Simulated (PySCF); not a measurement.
# [HfO(H2O)3]2+: forces at shaken geometries

How stiff is [HfO(H2O)3]2+? Its atoms are displaced at random by several amounts. The structure is generated, not taken from experiment.

Method: PBE0, Hf def2-SVP with ECP60, O def2-SVP, H def2-SVP; scalar-relativistic core potentials, no spin–orbit coupling; program: PySCF 2.14.0.

4 further runs of the same task are left out: 2 for a known fault of the program, 2 that didn't finish.

**1. The system as given**

11 atoms, charge 2, spin multiplicity 1.

Bond lengths: Hf1–O2 1.711 Å, Hf1–O3 2.175 Å, Hf1–O6 2.174 Å, Hf1–O9 2.175 Å, O3–H4 0.979 Å, O3–H5 0.976 Å, O6–H7 0.976 Å, O6–H8 0.979 Å, O9–H10 0.979 Å, O9–H11 0.976 Å. Angles: O2–Hf1–O3 94.3°, O2–Hf1–O6 94.3°, O2–Hf1–O9 94.5°, O3–Hf1–O6 119.2°, O3–Hf1–O9 119.9°, O6–Hf1–O9 119.2°, Hf1–O3–H4 118.9°, Hf1–O3–H5 134.5°, H4–O3–H5 106.7°, Hf1–O6–H7 134.5°, Hf1–O6–H8 118.8°, H7–O6–H8 106.7°, Hf1–O9–H10 119.1°, Hf1–O9–H11 134.2°, H10–O9–H11 106.7°.

Coordinates:

```xyz
11

Hf   -0.0631   -0.0813   -0.0765
O     0.8749    0.9791    0.8837
O    -1.0149   -1.0457    1.6253
H    -0.7792   -0.7505    2.5283
H    -1.6731   -1.7597    1.7272
O     1.6609   -1.0279   -1.0032
H     1.7800   -1.7404   -1.6601
H     2.5571   -0.7296   -0.7462
O    -1.0943    1.5151   -1.1343
H    -0.8821    2.4458   -0.9167
H    -1.7727    1.5391   -1.8362
```

Formal oxidation states: Hf +4. An earlier session relaxed this geometry at PBE0, Hf def2-SVP with ECP60, O def2-SVP, H def2-SVP (singlet, point group C3v).

Its energy there is -351.479456 Eh.

**2. Atoms moved at random, σ = 0.06 Å**

run.py (the lines that set the calculation)

```python
mol = gto.M(atom='''
Hf    -0.03969    -0.06347    -0.03102
O      0.76634     0.93867     0.90706
O     -1.03770    -1.18280     1.55757
H     -0.77404    -0.84087     2.55008
H     -1.70314    -1.77637     1.75704
O      1.63509    -0.95226    -1.04945
H      1.79026    -1.79066    -1.64189
H      2.54779    -0.70275    -0.79941
O     -1.01440     1.60402    -1.09926
H     -0.91255     2.54222    -0.96052
H     -1.66442     1.56836    -1.79896''',
    basis={'Hf': 'def2-SVP', 'O': 'def2-SVP', 'H': 'def2-SVP'},
    ecp={'Hf': 'def2-SVP'},
    charge=2, spin=0)
mf = dft.RKS(mol, xc='PBE0')
mf.grids.atom_grid = (50, 194)
mf = mf.density_fit()  # fitting sets: Hf def2-universal-JKFIT, O def2-universal-JKFIT, H def2-universal-JKFIT
mf.conv_tol = 1e-08; mf.max_cycle = 55
mf.kernel(dm0)  # dm0: the density of the relaxed state
```

Run with:

```sh
> OMP_NUM_THREADS=2 python run.py
```

**3. Atoms moved at random, σ = 0.1 Å**

run.py (the lines that set the calculation)

```python
mol = gto.M(atom='''
Hf    -0.14391    -0.08332    -0.04048
O      0.95859     0.85650     0.99719
O     -0.93484    -1.07870     1.84531
H     -0.93758    -0.72277     2.38740
H     -1.66973    -1.64137     1.58628
O      1.65653    -1.00541    -1.08125
H      1.70832    -1.74990    -1.76766
H      2.68631    -0.72101    -0.80504
O     -1.11015     1.39780    -1.22045
H     -0.85739     2.50253    -0.94354
H     -1.76260     1.58974    -1.56650''',
    basis={'Hf': 'def2-SVP', 'O': 'def2-SVP', 'H': 'def2-SVP'},
    ecp={'Hf': 'def2-SVP'},
    charge=2, spin=0)
mf = dft.RKS(mol, xc='PBE0')
mf.grids.atom_grid = (50, 194)
mf = mf.density_fit()  # fitting sets: Hf def2-universal-JKFIT, O def2-universal-JKFIT, H def2-universal-JKFIT
mf.conv_tol = 1e-08; mf.max_cycle = 55
mf.kernel(dm0)  # dm0: the density of the relaxed state
```

**4. Atoms moved at random, σ = 0.03 Å**

run.py (the lines that set the calculation)

```python
mol = gto.M(atom='''
Hf    -0.05276    -0.07677    -0.08526
O      0.84189     0.92756     0.92289
O     -0.96940    -1.02202     1.62780
H     -0.75591    -0.75705     2.53254
H     -1.70218    -1.76294     1.72230
O      1.63589    -1.00733    -1.00235
H      1.79551    -1.73352    -1.73443
H      2.54512    -0.69324    -0.73113
O     -1.10026     1.50036    -1.14660
H     -0.87348     2.44346    -0.89024
H     -1.77086     1.52559    -1.82427''',
    basis={'Hf': 'def2-SVP', 'O': 'def2-SVP', 'H': 'def2-SVP'},
    ecp={'Hf': 'def2-SVP'},
    charge=2, spin=0)
mf = dft.RKS(mol, xc='PBE0')
mf.grids.atom_grid = (50, 194)
mf = mf.density_fit()  # fitting sets: Hf def2-universal-JKFIT, O def2-universal-JKFIT, H def2-universal-JKFIT
mf.conv_tol = 1e-08; mf.max_cycle = 55
mf.kernel(dm0)  # dm0: the density of the relaxed state
```

Q: Predict the outcome of this session. Wanted: for each run, σ; energy rise; harmonic estimate −½ F·u; largest force component.

The runs gave:

| σ (Å) | energy rise (eV) | harmonic estimate −½ F·u (eV) | largest force component (eV/Å) |
| --- | --- | --- | --- |
| 0.06 | 1.041 | 1.040 | 5.54 |
| 0.1 | 10.031 | 11.064 | 51.36 |
| 0.03 | 0.295 | 0.282 | 2.30 |

Every displacement raises the energy. For a harmonic well the rise equals −½ F·u; the two differ by at most 10 % here (a move with σ = 0.1 Å), from anharmonicity, the grid and the small forces left at the relaxed point. These are double-zeta-type bases without diffuse functions. Spin–orbit coupling is left out.
